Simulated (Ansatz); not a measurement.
**ZnH4 (singlet): relaxing a cheap start**

Where does this start of ZnH4 (singlet) end when it is relaxed?

The runs use Ansatz 0.2.0, Gaussian basis; RKS PBE0/def2-TZVP.

### 1 The starting structure

5 atoms, charge 0, spin multiplicity 1.

Atoms are counted from 1 here; the program's logs count them from 0.

Bond lengths: Zn1–H2 1.500 Å, Zn1–H4 1.500 Å, H3–H5 0.807 Å. Angles: H2–Zn1–H4 173.3°.

The start was built by rule and, where that kept it together, relaxed with GFN2-xTB. Sticks and bond lists go by distance. 

### 2 The run

in.yaml

```yaml
crystal:
  periodic: [false, false, false]
  atoms:
    - {symbol: Zn, position_ang: [-0.011602, 0.073213, -0.018138]}
    - {symbol: H, position_ang: [0.732868, 0.579660, 1.181939]}
    - {symbol: H, position_ang: [0.462730, -2.919939, 0.723395]}
    - {symbol: H, position_ang: [-0.782664, -0.265432, -1.259787]}
    - {symbol: H, position_ang: [0.339984, -2.145385, 0.531505]}
basis:
  gaussian: {orbitals: def2-TZVP}
hamiltonian: {xc: pbe0}
relax: {f_tol: 0.004, max_steps: 80}
```

Run with:

```sh
ansatz run in.yaml --threads 1 --pin off --events-out ev --progress --plain --max-ram 2176MiB
```

**Question.** What will these runs give? Wanted: energy gained; shift from the start; total energy; dipole moment.

The runs gave:

| quantity | value |
| --- | --- |
| steps | 11 |
| energy gained | 0.144 eV |
| shift from the start (rms) | 0.674 Å |
| total energy | -48476.4369 eV |
| dipole moment | 0.01 D |

**Reading.** The bonds of the start are those of the end. H3–H5 went from 0.807 to 0.746 Å. No vibrations were run, so this is a stationary point, not a proven minimum, and this spin need not be the ground state's.
